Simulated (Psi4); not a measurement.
**Si2H5OF (SMILES O[SiH](F)[SiH3]): HF/3-21G**

What is the energy change on altering one bond length of Si2H5OF at HF/3-21G? 

Program for the calculation: Psi4 1.11.

2 further runs of the same task are left out: 2 set aside as unsound or not needed.

### Step 1. The molecule

The species is Si2H5OF (9 atoms), meant as a singlet with charge 0. As SMILES, `O[SiH](F)[SiH3]`. The coordinates come from a PBE0-D4/def2-TZVP relaxation. This is one conformer, not always the lowest.

Bond lengths: O1–Si2 1.636 Å, Si2–F3 1.603 Å, Si2–Si4 2.339 Å, O1–H5 0.959 Å, Si2–H6 1.488 Å, Si4–H7 1.487 Å, Si4–H8 1.487 Å, Si4–H9 1.486 Å. Some angles: O1–Si2–F3 110.2°, O1–Si2–Si4 106.9°, F3–Si2–Si4 109.3°, O1–Si2–H6 110.6°, F3–Si2–H6 105.0°, Si4–Si2–H6 114.9°, Si2–O1–H5 118.9°, Si2–Si4–H7 109.6°, Si2–Si4–H8 109.5°, Si2–Si4–H9 110.3°.

### Step 2. Energy and gradient at HF/3-21G

calc.inp

```
memory 1600 MB

molecule geom {
  0 1
  O
  Si 1 1.636065
  F 2 1.60331 1 110.15924
  Si 2 2.339006 3 109.29643 1 -117.16473
  H 1 0.958823 2 118.86173 3 71.48264
  H 2 1.48798 3 105.01799 1 119.06696
  H 4 1.487226 2 109.58651 6 59.96519
  H 4 1.487017 7 108.82201 2 119.66221
  H 4 1.486108 8 109.40302 7 -119.32438
  units angstrom
  symmetry c1
  no_reorient
  no_com
}

set puream true
set e_convergence 1e-09
set d_convergence 1e-08
set scf_type pk

e_tot, wfn = gradient('scf/3-21G', return_wfn=True)
oeprop(wfn, 'DIPOLE', 'MULLIKEN_CHARGES', 'WIBERG_LOWDIN_INDICES')
```

Started as:

```console
psi4 -n 1 calc.inp calc.out
```

calc.out:

```text
[...]
  Running in c1 symmetry.
[...]
  Nuclear repulsion =  227.836446127082496
[...]
  Multiplicity = 1
[...]
  Nalpha       = 25
  Nbeta        = 25
[...]
    Number of basis functions: 54
[...]
   @RHF iter   1:  -751.04009527226208   -9.65454e-01   8.36513e-03 DIIS/ADIIS
[...]
   @RHF iter  11:  -751.12972761314654   -1.47793e-12   3.13724e-09 DIIS
[...]
    Orbital Energies [Eh]
    ---------------------
    Doubly Occupied:
       1A    -68.381429     2A    -68.285197     3A    -26.135979
       4A    -20.464020     5A     -6.183036     6A     -6.104601
       7A     -4.279548     8A     -4.278951     9A     -4.278583
      10A     -4.200137    11A     -4.199518    12A     -4.199456
      13A     -1.564820    14A     -1.355804    15A     -0.796606
      16A     -0.724896    17A     -0.691298    18A     -0.647139
      19A     -0.636637    20A     -0.587165    21A     -0.530881
      22A     -0.503233    23A     -0.488335    24A     -0.487170
      25A     -0.411097
[...]
  @RHF Final Energy:  -751.12972761314654
   => Energetics <=
    Nuclear Repulsion Energy =            227.8364461270824961
    One-Electron Energy =               -1497.1012716517616354
    Two-Electron Energy =                 518.1350979115325117
    Total Energy =                       -751.1297276131465424
[...]
  -Total Gradient:
     Atom            X                  Y                   Z
    ------   -----------------  -----------------  -----------------
       1        0.006662006857     0.002705256588     0.015934031782
       2       -0.005401248081    -0.028941601201    -0.023036151611
       3        0.000654835586     0.025777573148    -0.006269164557
       4       -0.000432681691    -0.000825717322    -0.000689248037
       5        0.000232831640     0.001228522906     0.012776268698
       6       -0.003331835828    -0.000398864042     0.001088745799
       7        0.000192841990    -0.000243530243     0.000119203190
       8        0.000775529155     0.000601863117    -0.000004162639
       9        0.000647720374     0.000096497047     0.000080477382
[...]
 Multipole Moments:
 ------------------------------------------------------------------------------------
     Multipole            Electronic (a.u.)      Nuclear  (a.u.)        Total (a.u.)
 ------------------------------------------------------------------------------------
 L = 1.  Multiply by 2.5417464519 to convert [e a0] to [Debye]
 Dipole X            :         -3.0720869            2.4448760           -0.6272108
 Dipole Y            :         -4.8014921            5.2126018            0.4111097
 Dipole Z            :         -0.3713223            0.1737424           -0.1975799
 Magnitude           :                                                    0.7755272
[...]
  Mulliken Charges: (a.u.)
   Center  Symbol    Alpha    Beta     Spin     Total
       1     O     4.43949  4.43949  0.00000 -0.87899
       2    SI     6.31911  6.31911  0.00000  1.36179
       3     F     4.75798  4.75798  0.00000 -0.51596
       4    SI     6.83164  6.83164  0.00000  0.33672
       5     H     0.28967  0.28967  0.00000  0.42066
       6     H     0.63797  0.63797  0.00000 -0.27593
       7     H     0.57785  0.57785  0.00000 -0.15570
       8     H     0.57658  0.57658  0.00000 -0.15315
       9     H     0.56972  0.56972  0.00000 -0.13944
   Total alpha = 25.00000, Total beta = 25.00000, Total charge =  0.00000
[...]
```

Wall time 1.4 s (1 thread of AMD EPYC 9R45 (Zen 5), shared host); peak memory 0.19 GiB.

### Step 3. The distorted shape: the energy at HF/3-21G

calc.py

```python
import psi4

psi4.set_memory(1600000000)
psi4.set_num_threads(1)
psi4.set_output_file('psi4.out', False)

mol = psi4.geometry("""
0 1
O     -0.505408    -0.768958     1.658927
Si    -0.944408    -0.318758     0.148527
F     -1.888508     0.975642     0.210227
Si     1.022092     0.212942    -1.000873
H     -1.163408    -1.163758     2.233827
H     -1.777508    -1.373558    -0.489773
H      0.685792     0.702442    -2.364373
H      1.868792    -1.003358    -1.123073
H      1.887800     1.425600    -0.163800
units angstrom
symmetry c1
no_reorient
no_com
""")

psi4.set_options({
    'basis': '3-21G',
    'puream': True,
    'e_convergence': 1e-09,
    'd_convergence': 1e-08,
    'scf_type': 'pk',
})

E, wfn = psi4.energy("scf", molecule=mol, return_wfn=True)
psi4.oeprop(wfn, "QUADRUPOLE", "MULLIKEN_CHARGES", "WIBERG_LOWDIN_INDICES")
print('E =', round(E, 9))
```

Started as:

```console
python calc.py
```

psi4.out, cut to the lines that bear on the results:

```text
[...]
  Running in c1 symmetry.
[...]
  Nuclear repulsion =  226.960616980602964
[...]
  Multiplicity = 1
[...]
  Nalpha       = 25
  Nbeta        = 25
[...]
    Number of basis functions: 54
[...]
   @RHF iter   1:  -751.02756880080472   -1.03206e+00   8.36229e-03 DIIS/ADIIS
[...]
   @RHF iter  11:  -751.11704178800051   -6.82121e-13   3.43543e-09 DIIS
[...]
  @RHF Final Energy:  -751.11704178800051
   => Energetics <=
    Nuclear Repulsion Energy =            226.9606169806029641
    One-Electron Energy =               -1495.2066379182688252
    Two-Electron Energy =                 517.1289791496653834
    Total Energy =                       -751.1170417880005061
[...]
 Multipole Moments:
 ------------------------------------------------------------------------------------
     Multipole            Electronic (a.u.)      Nuclear  (a.u.)        Total (a.u.)
 ------------------------------------------------------------------------------------
 L = 1.  Multiply by 2.5417464519 to convert [e a0] to [Debye]
 Dipole X            :         34.5556505          -34.8669437           -0.3112932
 Dipole Y            :         -0.3259442           -0.5006678           -0.8266121
 Dipole Z            :         -2.4863974            2.5009070            0.0145096
 Magnitude           :                                                    0.8834034
 L = 2.  Multiply by 1.3450342976 to convert [e a0^2] to [Debye ang]
 Quadrupole XX       :       -293.5409223          261.7351096          -31.8058127
 Quadrupole XY       :          7.3525916           -3.9944122            3.3581794
[...]
  Mulliken Charges: (a.u.)
   Center  Symbol    Alpha    Beta     Spin     Total
       1     O     4.43899  4.43899  0.00000 -0.87799
       2    SI     6.31775  6.31775  0.00000  1.36449
       3     F     4.75746  4.75746  0.00000 -0.51493
       4    SI     6.85760  6.85760  0.00000  0.28480
       5     H     0.28935  0.28935  0.00000  0.42131
       6     H     0.63665  0.63665  0.00000 -0.27330
       7     H     0.57686  0.57686  0.00000 -0.15372
       8     H     0.57547  0.57547  0.00000 -0.15094
       9     H     0.54987  0.54987  0.00000 -0.09973
   Total alpha = 25.00000, Total beta = 25.00000, Total charge =  0.00000
[...]
```

On the terminal:

```text
E = -751.117041788
```

Wall time 1.2 s (1 thread of AMD EPYC 9R45 (Zen 5), shared host); peak memory 0.19 GiB.

### Step 4. Results

At HF/3-21G:

| quantity | value |
| --- | --- |
| first shape: total energy | -751.12973 Eh |
| first shape: dipole moment | 1.97 D |
| first shape: HOMO energy | -11.19 eV |
| first shape: LUMO energy | 3.75 eV |
| first shape: HOMO–LUMO gap | 14.93 eV |
| first shape: largest force on an atom | 1.922 eV/Å |
| distorted shape: total energy | -751.11704 Eh |
| distorted shape: dipole moment | 2.25 D |
| distorted shape: HOMO energy | -11.18 eV |
| distorted shape: LUMO energy | 3.37 eV |
| distorted shape: HOMO–LUMO gap | 14.55 eV |
| energy change with the Si4–H9 bond stretched from 1.486 to 1.709 Å | 0.345 eV |

In words: With the Si4–H9 bond stretched from 1.486 to 1.709 Å the energy rises by 0.35 eV (8.0 kcal/mol). The first shape isn't relaxed at this level, so the change isn't measured from a minimum. The largest force (first shape) is 1.92 eV/Å: the shape isn't a stationary point for this species at this level. Mulliken charges (distorted shape) run from -0.88 on O1 to +1.36 on Si2.
